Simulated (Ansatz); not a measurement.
**GePO+ (triplet): from Hartree-Fock to the top rungs, cc-pVTZ**

One table from this session's results is given with a row withheld; the runs are named, their logs left out.

Program: Ansatz 0.2.0, Gaussian basis. Level of theory: cc-pVTZ, core rule «outside noble gas», up to 20 orbitals frozen. These are calculated values, not measurements.

Plan: UHF; CCSD(T) on ROHF; CCSD(T) on UHF; BCCD(T) on ROHF; CCSDT(Q) on ROHF; CCSDT(Q) on UHF.

8 further runs of the same task are left out: 3 for a known fault of the program, 5 set aside as unsound or not needed.

### The geometry

The geometry is a PBE0/def2-TZVP stationary point (not a proven minimum) of the parent state, kept for this charge and spin. No spin-orbit coupling is included. The filled d shell of Ge may be among the frozen orbitals whatever the setting's name suggests; the logs give the count.

3 atoms, charge 1, spin multiplicity 3.

Atoms are counted from 1 here; the program's logs count them from 0.

Bond lengths: Ge1–O2 1.780 Å, O2–P3 1.598 Å. Angles: Ge1–O2–P3 180.0°.

The first run:

Input file in.yaml:

```yaml
crystal:
  periodic: [false, false, false]
  atoms:
    - {symbol: Ge, position_ang: [0.000000, 0.000000, 1.719200]}
    - {symbol: O, position_ang: [0.000000, 0.000000, -0.060500]}
    - {symbol: P, position_ang: [0.000000, 0.000000, -1.658700]}
basis:
  gaussian: {orbitals: cc-pVTZ}
total_charge: 1
magnetization: {spin_polarized: true, initial_magnetization: 2}
hamiltonian: {xc: hf}
output: {orbitals: {seedname: orbitals}}
```

Started as:

```sh
$ ansatz run in.yaml --threads 1 --pin off --events-out ev --progress --plain --max-ram 4096MiB --backend cpu
```

Steps of the session up to this table: UHF; CCSD(T) on ROHF; CCSD(T) on UHF; BCCD(T) on ROHF; CCSDT(Q) on ROHF; CCSDT(Q) on UHF.

One table of the session follows, with a row left open; its other results are not shown here.

```
   method  from RCCSDT(Q) (kcal/mol)
     ROHF                    +284.26
      UHF                    +279.76
     RMP2                     +28.05
     UMP2                     +28.79
    RCCSD                     +15.57
    UCCSD                          ?
 RCCSD(T)                      +1.72
 UCCSD(T)                      +1.78
  BCCD(T)                      +1.67
   RCCSDT                      +0.84
   UCCSDT                      +0.83
RCCSDT(Q)                          0
UCCSDT(Q)                      -0.61
```

Q: Estimate the row for UCCSD from the others.

**Answer.** from RCCSDT(Q) (kcal/mol): +15.47. In the column «from RCCSDT(Q) (kcal/mol)» it lies between UCCSD(T) (+1.78) and RCCSD (+15.57).

Caveats from the session: Restricted and unrestricted rows rest on different reference determinants; where their highest levels disagree by more than a few hundredths of an eV, they describe different states and don't form one ladder.
